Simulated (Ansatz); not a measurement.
Geometry optimisation, Ansatz 0.2.0, DFT PBE, scalar-relativistic, plane waves, PAW.

input.yaml

```yaml
crystal:
  lattice:
    - [-4.1797, -4.1797, 0.0]
    - [4.1797, -4.1797, 0.0]
    - [0.0, 0.0, 5.3338]
  atoms:
    - { symbol: Si, position: [0.5, 0.5, 0.0] }
    - { symbol: Si, position: [0.0, 0.5, 0.25] }
    - { symbol: O, position: [0.19387, 0.5, 0.0] }
    - { symbol: O, position: [0.0, 0.19387, 0.25] }
    - { symbol: O, position: [0.80613, 0.5, 0.0] }
    - { symbol: O, position: [0.0, 0.80613, 0.25] }
    - { symbol: Si, position: [0.5, 0.5, 0.5] }
    - { symbol: Si, position: [0.0, 0.5, 0.75] }
    - { symbol: O, position: [0.19387, 0.5, 0.5] }
    - { symbol: O, position: [0.0, 0.19387, 0.75] }
    - { symbol: O, position: [0.80613, 0.5, 0.5] }
    - { symbol: O, position: [0.0, 0.80613, 0.75] }
    - { symbol: Si, position: [0.0, 0.0, 0.0] }
    - { symbol: Si, position: [0.5, 0.0, 0.25] }
    - { symbol: O, position: [0.69387, 0.0, 0.0] }
    - { symbol: O, position: [0.5, 0.69387, 0.25] }
    - { symbol: O, position: [0.30613, 0.0, 0.0] }
    - { symbol: O, position: [0.5, 0.30613, 0.25] }
    - { symbol: Si, position: [0.0, 0.0, 0.5] }
    - { symbol: Si, position: [0.5, 0.0, 0.75] }
    - { symbol: O, position: [0.69387, 0.0, 0.5] }
    - { symbol: O, position: [0.5, 0.69387, 0.75] }
    - { symbol: O, position: [0.30613, 0.0, 0.5] }
    - { symbol: O, position: [0.5, 0.30613, 0.75] }
    - { symbol: O, position: [0.7354172, 0.2543332, 0.8662807], spin: 1.0 }
magnetization:
  spin_polarized: true
basis:
  ecutwfc: 420.0
kpoints:
  mp_grid: { grid: [2, 2, 3] }
hamiltonian:
  xc: pbe
  pseudopotentials: { kind: paw, azcp: { folder: soft_1 } }
scf:
  occupations: { method: fermi_dirac, width: 0.05 }
  lower_state_search: "off"
relax:
  f_tol: 0.03
  max_steps: 60
  adjacent_minimum: "off"
output:
  write_density: true
  write_potential: true
  elf: true
  volumetric_format: npy
```

Launched with:

```bash
$ ansatz run input.yaml --threads 2 --pin off --max-ram 5120MiB --backend cpu --events-out ev --progress --plain --runs-dir out
```

Task: Where does it end, and by what steps?

Result: The run converged. The force dipped under the threshold on the way, but the program's further checks kept it going. Limits of this set-up: coarse k mesh, a small cell, in which the defect meets its images. After 15 steps the energy has fallen by 8.323 eV; O25 moved furthest, 0.78 Å. The start is strongly strained (largest force component 10 eV/Å).

| step | energy less start (eV) | largest force component (eV/Å) | accepted |
| --- | --- | --- | --- |
| 0 | 0.0000 | 9.934 | yes |
| 1 | -4.6112 | 3.443 | yes |
| 2 | -5.6362 | 1.235 | yes |
| 3 | -5.8547 | 0.880 | yes |
| 4 | -5.9405 | 0.787 | yes |
| 5 | -6.1819 | 4.197 | yes |
| 6 | -7.0474 | 2.186 | yes |
| 7 | -7.6224 | 1.173 | yes |
| 8 | -7.6962 | 0.887 | yes |
| 9 | -7.7811 | 1.155 | yes |
| 10 | -7.9962 | 1.650 | yes |
| 11 | -8.1042 | 1.186 | yes |
| 12 | -8.2590 | 0.717 | yes |
| 13 | -8.3199 | 0.146 | yes |
| 14 | -8.3228 | 0.024 | yes |
| 15 | -8.3228 | 0.024 | yes |

```xyz
25
Lattice="-4.1797 -4.1797 0.0000 4.1797 -4.1797 0.0000 0.0000 0.0000 5.3338" Properties=species:S:1:pos:R:3
Si -0.001 -4.307 0.124
Si 2.064 -2.174 1.371
O 1.197 -2.981 0.024
O 0.811 -0.842 1.340
O -1.262 -5.682 0.093
O 3.365 -3.410 1.354
Si -0.049 -4.183 2.666
Si 2.065 -2.151 4.033
O 1.300 -2.965 2.669
O 0.773 -0.865 4.019
O -1.298 -5.496 2.690
O 3.341 -3.414 4.009
Si -0.015 -0.013 0.015
Si -2.110 -2.124 1.331
O -3.016 -2.818 0.007
O 0.774 -5.041 1.401
O -1.336 -1.272 0.011
O -0.850 -3.401 1.367
Si -0.018 -0.025 2.673
Si -2.193 -1.960 3.971
O -2.935 -2.906 2.690
O 0.750 -4.953 4.011
O -1.386 -1.166 2.605
O -0.714 -2.901 3.686
O -1.268 -3.959 4.465
```

Time of the run: 4 min on 2 threads of Intel(R) Xeon(R) Platinum 8488C (Sapphire Rapids), with other jobs on the host, peak memory 0.98 GiB.
